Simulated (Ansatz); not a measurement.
# Hf2Pd2Se2Br2O3 (P-3m1) in Ansatz: convergence with k mesh

Aim: find how far k mesh must go before the results for Hf2Pd2Se2Br2O3 settle, at PBE. This setting moves, with any that are tied to it; all else stays.

Everything below comes from runs of Ansatz 0.2.0. Logs are shortened: lines on timing, memory, paths and dates and some standing lists are left out, and cuts for length are marked.

### Step 1. The structure

Symmetry: P-3m1, No. 164, trigonal system. The conventional cell has a = 3.726 Å, b = 3.726 Å, c = 17.009 Å, α = 90.00°, β = 90.00°, γ = 120.00°. Around Hf (site symmetry 3m) lie 7 O at 2.15 to 2.43 Å. Pd (site symmetry 3m) is surrounded by 3 Se at 2.51 Å and 3 Br at 2.70 Å. Se (site symmetry 3m) has 3 Pd at 2.51 Å and 1 Hf at 2.73 Å as nearest neighbours. Br (site symmetry 3m) has 3 Pd at 2.70 Å as nearest neighbours. Around O (site symmetry 3m) lie 4 Hf at 2.15 to 2.37 Å. O (site symmetry -3m) has 6 Hf at 2.43 Å and 6 O at 2.48 Å as nearest neighbours.

The cell was built by a generator and needn't be a form met in nature.

### Step 2. With k mesh 3 × 3 × 1

input.yaml reads:

```yaml
crystal:
  lattice:
    - [3.72613, 0.0, 0.0]
    - [-1.86306, 3.22692, 0.0]
    - [0.0, 0.0, 17.00867]
  atoms:
    - { symbol: Hf, position: [0.66667, 0.33333, 0.93385] }
    - { symbol: Hf, position: [0.33333, 0.66667, 0.06615] }
    - { symbol: Pd, position: [0.0, 0.0, 0.30298] }
    - { symbol: Pd, position: [0.0, 0.0, 0.69702] }
    - { symbol: Se, position: [0.33333, 0.66667, 0.22649] }
    - { symbol: Se, position: [0.66667, 0.33333, 0.77351] }
    - { symbol: Br, position: [0.66667, 0.33333, 0.39862] }
    - { symbol: Br, position: [0.33333, 0.66667, 0.60138] }
    - { symbol: O, position: [0.33333, 0.66667, 0.92689] }
    - { symbol: O, position: [0.66667, 0.33333, 0.07311] }
    - { symbol: O, position: [0.0, 0.0, 0.0] }
hamiltonian:
  xc: pbe
  pseudopotentials: { kind: paw }
kpoints:
  mp_grid: { grid: [3, 3, 1] }
scf:
  occupations: { method: fermi_dirac, width: 0.05 }
output:
  forces: true
  stress: true
  eigenvalues: true
```

Potentials or basis: Ansatz PAW.

Command:

```
$ ansatz run input.yaml --threads 8 --pin off --max-ram 20480MiB --backend cpu --events-out ev --progress --plain --runs-dir out
```

Standard output:

```text
Warning: the atoms were moved onto the symmetric positions of the space group found under crystal.symmetry.tolerance 1.0e-5 (fractional; no operation is sought that the atoms, as they stand in a round, miss by more than twice it, and no atom is moved by as much as it), and the run uses the moved positions. Before a round's move an operation carried an atom to 3.73e-5 Å from where it should land, the largest such distance. Atom 0 (counting from 0) moved farthest, by 2.15e-5 Å; the longest move in fractions of the cell, of whichever atom, is 0.47 of the tolerance, in 1 round. To run the atoms as typed, lower crystal.symmetry.tolerance until the operations that they miss are no longer found, or set crystal.symmetry.detect: false (a key that needs symmetry detection or time reversal refuses this as the deck is read). The positions used, in the order of the run's atom list: position: [0.6666666666666666, 0.3333333333333333, 0.93385]; position: [0.3333333333333333, 0.6666666666666666, 0.06615]; position: [0.0, 0.0, 0.30298]; position: [0.0, 0.0, 0.69702]; position: [0.3333333333333333, 0.6666666666666666, 0.22649]; position: [0.6666666666666666, 0.3333333333333333, 0.77351]; position: [0.6666666666666666, 0.3333333333333333, 0.39862]; position: [0.3333333333333333, 0.6666666666666666, 0.60138]; position: [0.3333333333333333, 0.6666666666666666, 0.92689]; position: [0.6666666666666666, 0.3333333333333333, 0.07311]; position: [0.0, 0.0, 0.0]; The lattice was moved too: crystal.lattice keeps the space group found at crystal.symmetry.tolerance 1.0e-5 only nearly: the operation that it misses by the most changes a squared length by the fraction 3.29e-6. The run uses the lattice that is a stretch of the typed one, with no rotation, onto the one that keeps every operation to a double's rounding (on a very oblique basis the stretch itself rounds by more); the deck's lattice vector that moved farthest moved by 3.44e-6 Å. To run the lattice as typed, set crystal.symmetry.tolerance under 1.88e-7, the least fraction by which an operation that the lattice misses changes a squared length (the same key also sets how far an atom may lie from its image, so lowering it can lose operations that the atoms keep only within it), or set crystal.symmetry.detect: false, as for the atoms. crystal.lattice made exact, in Å and degrees: [[3.726128130654974, -2.886751346029518e-6, 0.0], [-1.8630615653274871, 3.2269230622787024, 0.0], [0.0, 0.0, 17.00867]]. Pasted over the deck's crystal.lattice, beside positions in fractional coordinates, it runs the same cell (given as lengths and angles, that cell in the form's own orientation, a rigid turn of the misfit's size from the one run here, for which a checkpoint.post_process_only pass over this run's state can be refused: where this run relaxes nothing, give such a pass this deck's own crystal.lattice, as typed; behind a relaxation, as crystal.lattice, the state's own cell, identity.cell in its checkpoint.json), and a matrix so pasted ends this notice, except on a very skew basis of the lattice, where the rounding of the pasted numbers themselves can read as a misfit: the cell is then moved again, and that move is told again. The lattice as run is in this notice's lattice.as_run_ang field (Run.prep()["deck_notices"] in Python, the deck_notice line of an events file, deck_notices of ansatz run --dry-run=json, or deck_notices in record.json in the deck's checkpoint.write directory).
Warning: RAYON_NUM_THREADS=8 ignored (pool sized by the plan → 8); use --threads N
Engine: ansatz 0.2.0, x86_64-unknown-linux-gnu
Pseudopotentials: kind: paw
Pseudopotential: Hf, paw, valence charge 26, recommended cutoff 420 eV (normal), Hf.paw.azcp
Pseudopotential: Pd, paw, valence charge 18, recommended cutoff 420 eV (normal), Pd.paw.azcp
Pseudopotential: Se, paw, valence charge 16, recommended cutoff 420 eV (normal), Se.paw.azcp
[... 78 lines left out ...]
--- Stress (GPa, compression-positive) ---
        0.157372       0.000000       0.000000
        0.000000       0.157372      -0.000000
        0.000000      -0.000000       0.506671
  P = ⅓ Tr σ = 0.2738 GPa (2.738 kbar)
--- Band table (eV) ---
  k-point 0: bands = ["-72.9400", "-72.9400", "-52.0356", "-51.9949", "-38.7230", "-38.7230", "-38.6685", "-38.6685", "-38.6685", "-38.6685", "-36.7164", "-36.7164", "-36.7164", "-36.7164", "-36.6494", "-36.6494", "-36.6494", "-36.6494", "-36.6272", "-36.6272", "-20.8989", "-20.6908", "-20.6908", "-20.5697", "-20.5697", "-20.5103", "-9.5273", "-8.6793", "-6.8922", "-3.8792", "-3.7780", "-2.3223", "-2.3176", "-1.9493", "-1.9493", "-1.9446", "-1.9446", "-1.9373", "-1.9152", "-1.9152", "-1.9066", "-1.9066", "-1.9049", "-1.9002", "-1.8989", "-1.8811", "-1.7913", "3.6148", "3.6148", "4.7754", "4.7754", "5.2774", "5.7002", "6.1691", "6.3590", "7.0254", "7.0254", "7.0313", "7.0313", "7.0872", "7.9999", "7.9999", "8.4749", "8.8564", "8.8564", "8.8568", "8.8568", "9.3941", "9.4226", "9.8026", "10.0630", "10.0630", "10.1394", "10.1394", "11.6107", "11.6107", "12.4035", "12.4035", "12.9814", "12.9814", "14.1973", "14.2946", "15.0061", "15.0061", "15.3746", "15.8579", "16.6316", "16.6534", "16.9957", "16.9957", "17.0584", "18.1062"]
  k-point 1: bands = ["-72.9398", "-72.9398", "-52.0229", "-51.9994", "-38.7228", "-38.7228", "-38.6740", "-38.6740", "-38.6702", "-38.6702", "-36.7168", "-36.7168", "-36.7164", "-36.7164", "-36.6497", "-36.6497", "-36.6491", "-36.6491", "-36.6272", "-36.6272", "-20.9779", "-20.9194", "-20.7515", "-20.6185", "-20.5773", "-20.5023", "-8.6227", "-8.2724", "-7.4905", "-3.4751", "-3.4087", "-2.0152", "-2.0083", "-1.9513", "-1.9511", "-1.9420", "-1.9348", "-1.9309", "-1.9259", "-1.9198", "-1.9166", "-1.9091", "-1.9057", "-1.9006", "-1.8872", "-1.8373", "-1.7956", "3.6723", "4.5334", "4.8673", "5.2198", "5.3690", "5.6245", "6.2320", "6.4638", "6.6351", "6.8048", "7.0827", "7.0972", "7.1882", "7.3243", "7.3304", "7.6854", "8.0917", "8.5873", "8.6013", "8.6351", "8.7751", "9.0198", "9.1327", "9.8178", "9.8234", "9.8791", "9.9341", "11.3831", "11.5245", "11.7557", "12.0593", "12.6571", "12.9322", "13.8705", "14.6953", "14.9047", "15.1201", "15.6360", "15.6721", "15.9639", "16.4902", "16.7873", "16.9366", "17.1713", "17.5743"]
  k-point 2: bands = ["-72.9396", "-72.9396", "-52.0091", "-52.0091", "-38.7227", "-38.7227", "-38.6746", "-38.6746", "-38.6731", "-38.6731", "-36.7170", "-36.7170", "-36.7163", "-36.7163", "-36.6500", "-36.6500", "-36.6487", "-36.6487", "-36.6271", "-36.6271", "-20.9720", "-20.9720", "-20.8827", "-20.6322", "-20.5470", "-20.5470", "-8.1025", "-8.1025", "-7.6989", "-3.2514", "-3.2514", "-1.9644", "-1.9644", "-1.9506", "-1.9506", "-1.9398", "-1.9372", "-1.9345", "-1.9345", "-1.9178", "-1.9178", "-1.9160", "-1.9096", "-1.9006", "-1.9006", "-1.6223", "-1.6223", "3.5694", "3.5694", "5.2858", "5.4940", "5.4940", "6.2477", "6.6570", "6.6570", "6.7161", "6.7250", "6.8026", "6.8026", "7.3266", "7.3266", "7.3830", "7.5720", "7.5720", "7.9992", "8.2060", "8.2693", "8.2693", "9.2091", "9.2153", "9.6916", "9.6916", "9.8220", "9.8220", "10.6996", "11.2536", "11.2536", "11.7367", "11.7367", "13.0182", "13.5856", "14.6240", "14.6240", "15.2699", "15.2699", "15.8109", "15.8109", "15.9881", "16.8871", "17.8103", "18.6695", "18.6695"]
```

It took 1.6 s on 8 threads of AMD EPYC 7R43 (Zen 3), shared host; peak memory 0.67 GiB.

What came out:

- Free energy: -63603.7134 eV
- Pressure: 0.3 GPa
- Largest force: 0.349 eV/Å
- Band gap on the k mesh: none (metal or under the smearing width)

### Step 3. With k mesh 4 × 4 × 1

Changes to input.yaml since step 2:

```diff
@@ -21,3 +21,3 @@
 kpoints:
-  mp_grid: { grid: [3, 3, 1] }
+  mp_grid: { grid: [4, 4, 1] }
 scf:
```

Potentials or basis: Ansatz PAW.

Command:

```
$ ansatz run input.yaml --threads 8 --pin off --max-ram 20480MiB --backend cpu --events-out ev --progress --plain --runs-dir out
```

It took 2 s on 8 threads of AMD EPYC 7R43 (Zen 3), shared host; peak memory 0.72 GiB.

What came out:

| Item | Value |
| --- | --- |
| Free energy | -63603.7227 eV |
| Pressure | -0.3 GPa |
| Largest force | 0.151 eV/Å |
| Band gap on the k mesh | none (metal or under the smearing width) |

### Step 4. With k mesh 5 × 5 × 1

Changes to input.yaml since step 3:

```diff
@@ -21,3 +21,3 @@
 kpoints:
-  mp_grid: { grid: [4, 4, 1] }
+  mp_grid: { grid: [5, 5, 1] }
 scf:
```

Command:

```
$ ansatz run input.yaml --threads 8 --pin off --max-ram 20480MiB --backend cpu --events-out ev --progress --plain --runs-dir out
```

Run time: 2.2 s. Hardware: 8 threads of AMD EPYC 7R43 (Zen 3), shared host; peak memory 0.78 GiB.

What came out:

```yaml
Free_energy: -63603.5535 eV
Pressure: 0.0 GPa
Largest_force: 0.129 eV/Å
Band_gap_on_the_k_mesh: none (metal or under the smearing width)
```

### Step 5. With k mesh 6 × 6 × 2

Changes to input.yaml since step 4:

```diff
@@ -21,3 +21,3 @@
 kpoints:
-  mp_grid: { grid: [5, 5, 1] }
+  mp_grid: { grid: [6, 6, 2] }
 scf:
```

Command:

```
$ ansatz run input.yaml --threads 8 --pin off --max-ram 20480MiB --backend cpu --events-out ev --progress --plain --runs-dir out
```

It took 4.4 s on 8 threads of AMD EPYC 7R43 (Zen 3), shared host; peak memory 1.2 GiB.

Results:

| Item | Value |
| --- | --- |
| Free energy | -63603.5259 eV |
| Pressure | 0.0 GPa |
| Largest force | 0.077 eV/Å |
| Band gap on the k mesh | none (metal or under the smearing width) |

### Step 6. With k mesh 7 × 7 × 2

Changes to input.yaml since step 5:

```diff
@@ -21,3 +21,3 @@
 kpoints:
-  mp_grid: { grid: [6, 6, 2] }
+  mp_grid: { grid: [7, 7, 2] }
 scf:
```

Potentials or basis: Ansatz PAW.

Command:

```
$ ansatz run input.yaml --threads 8 --pin off --max-ram 20480MiB --backend cpu --events-out ev --progress --plain --runs-dir out
```

It took 5 s on 8 threads of AMD EPYC 7R43 (Zen 3), shared host; peak memory 1.2 GiB.

The run converged. Its results:

```
Free energy            : -63603.5362 eV
Pressure               : 0.0 GPa
Largest force          : 0.033 eV/Å
Band gap on the k mesh : none (metal or under the smearing width)
```

### Step 7. With k mesh 9 × 9 × 2

Changes to input.yaml since step 6:

```diff
@@ -21,3 +21,3 @@
 kpoints:
-  mp_grid: { grid: [7, 7, 2] }
+  mp_grid: { grid: [9, 9, 2] }
 scf:
```

Command:

```
$ ansatz run input.yaml --threads 8 --pin off --max-ram 20480MiB --backend cpu --events-out ev --progress --plain --runs-dir out
```

Run time: 6.2 s. Hardware: 8 threads of AMD EPYC 7R43 (Zen 3), shared host; peak memory 1.3 GiB.

Results (log left out):

* Free energy: -63603.5443 eV
* Pressure: 0.0 GPa
* Largest force: 0.040 eV/Å
* Band gap on the k mesh: none (metal or under the smearing width)

### Step 8. With k mesh 11 × 11 × 3

Changes to input.yaml since step 7:

```diff
@@ -21,3 +21,3 @@
 kpoints:
-  mp_grid: { grid: [9, 9, 2] }
+  mp_grid: { grid: [11, 11, 3] }
 scf:
```

Command:

```
$ ansatz run input.yaml --threads 8 --pin off --max-ram 20480MiB --backend cpu --events-out ev --progress --plain --runs-dir out
```

Run time: 8.8 s. Hardware: 8 threads of AMD EPYC 7R43 (Zen 3), shared host; peak memory 1.4 GiB.

The run converged. Its results:

```
Free energy            : -63603.5408 eV
Pressure               : 0.0 GPa
Largest force          : 0.022 eV/Å
Band gap on the k mesh : none (metal or under the smearing width)
```

### Step 9. With k mesh 13 × 13 × 3

Changes to input.yaml since step 8:

```diff
@@ -21,3 +21,3 @@
 kpoints:
-  mp_grid: { grid: [11, 11, 3] }
+  mp_grid: { grid: [13, 13, 3] }
 scf:
```

Potentials or basis: Ansatz PAW.

Command:

```
$ ansatz run input.yaml --threads 8 --pin off --max-ram 20480MiB --backend cpu --events-out ev --progress --plain --runs-dir out
```

Wall time 12 s (8 threads of AMD EPYC 7R43 (Zen 3), shared host); peak memory 1.5 GiB.

Results (log left out):

| Property | Result |
| --- | --- |
| Free energy | -63603.5399 eV |
| Pressure | 0.0 GPa |
| Largest force | 0.008 eV/Å |
| Band gap on the k mesh | none (metal or under the smearing width) |

### Step 10. Summary

```tsv
k mesh	energy less the tightest run, at zero smearing (meV/atom)	pressure (GPa)	largest force (eV/Å)	SCF cycles	CPU time (s)	peak memory (GiB)
3 × 3 × 1	-16.35	0.27	0.349	11	9.4	0.67
4 × 4 × 1	-18.45	-0.27	0.151	10	12	0.72
5 × 5 × 1	-1.14	-0.02	0.129	11	13	0.78
6 × 6 × 2	1.74	0.02	0.077	13	28	1.2
7 × 7 × 2	0.41	0.02	0.033	13	31	1.2
9 × 9 × 2	-0.58	-0.02	0.040	12	40	1.3
11 × 11 × 3	-0.08	0.01	0.022	12	64	1.4
13 × 13 × 3	0.00	0.01	0.008	12	85	1.5
```

Against the tightest run, the energy stays within 1 meV/atom from 7 × 7 × 2 on; the pressure stays within 0.1 GPa from 5 × 5 × 1 on. Not settled before the last step: the largest force (to 0.005 eV/Å). Meshes of other sizes hit other points, so gaps and Fermi surfaces needn't settle smoothly. The tightest run that finished is the yardstick and may itself not be fully converged.

Caveats: this functional lacks dispersion, which binds the layers, so the pressure and a relaxed spacing across them are unreliable.
